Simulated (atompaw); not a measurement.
# A PAW (atompaw) potential for Zn, from input to tests

Aim: build the potential from the settings below, then test how well it stands in for the atom: scattering, ghost states and the plane-wave cutoff that it needs.

Program: atompaw 4.2.0.5. Reference atom: PBE, scalar-relativistic, spherical and spin-unpolarised. All values are calculated.

### 1 The atom and the settings

The settings as typed:

| Quantity | Value |
| --- | --- |
| element | zinc (Zn, Z = 30) |
| type | PAW |
| frozen core | [Ne] |
| valence charge | 20 |
| reference configuration | 3s2 3p6 3d10 4s2 4p0 |
| partial waves | 3s (bound): rc 1.15 bohr; 4s (bound): rc 1.00 bohr; 3p (bound): rc 0.80 bohr; 4p (bound, empty): rc 1.60 bohr; 3d (bound): rc 1.60 bohr; 3d channel at 0.7 Ry: rc 1.60 bohr |
| local potential | bessel scheme, radius 1.15 bohr |
| core correction | smooth core density matched at 1.15 bohr |
| augmentation charge | besselshape compensation charge, radius 1.50 bohr; PAW radius 1.60 bohr; waves and projectors: custom polynom2 7 10 vanderbiltortho |

An earlier all-electron run gives the scale for the radii.

All-electron outer shells of the reference configuration (PBE, scalar-relativistic, ld1.x):

```csv
shell,level (eV),outermost node (bohr),outermost maximum (bohr)
2s,-1158.33,0.07,0.19
2p,-1004.03,–,0.15
3s,-129.23,0.28,0.59
3p,-83.40,0.25,0.59
3d,-10.14,–,0.57
4s,-5.98,0.85,2.09
4p,-1.12,0.92,3.08
```

### 2 Generating the potential

Zn.input

```
Zn 30
GGA-PBE scalarrelativistic loggrid 1500 logderivrange -11 5 401
4 4 3 0 0 0
4 1 0
0 0 0
c
c
v
v
c
v
v
v
2
1.60 1.50 1.15 1.15
n
n
y
0.7
n
custom polynom2 7 10 vanderbiltortho besselshape
bessel
1.15
1.00
0.80
1.60
1.60
1.60
PWSCFOUT
UPFDX 0.0125d0 UPFXMIN -7.d0 UPFZMESH 30.d0
END
```

Run with:

```console
atompaw < Zn.input > Zn.log
```

Before running it: what results should come out? Wanted: cutoffs; bound ghosts; largest phase difference near zero energy, channels read; lowest eigenvalue of the overlap; share of valence orbitals outside the PAW sphere; UPF file.

As calculated:

```
                                                quantity                                      value
                                                 cutoffs                             not determined
                                            bound ghosts                             not determined
largest phase difference near zero energy, channels read                                  0.009 rad
         lowest eigenvalue of the overlap (Bessel basis)                                  0.609 (p)
        share of valence orbitals outside the PAW sphere  3s 0 %, 4s 86 %, 3p 1 %, 4p 97 %, 3d 10 %
                                                UPF file                                    written
```

**Reading.** Even at 400 Ry an occupied level stays 6048 mRy from its reference, so no cutoffs are read; the levels have long settled, so the basis size isn't the cause: the level found isn't the valence state, or the test fails for this file. Ghosts could not be judged. Near zero energy the phases of the channels with partial waves agree within 0.009 rad. All of this concerns the isolated atom, not yet a solid.
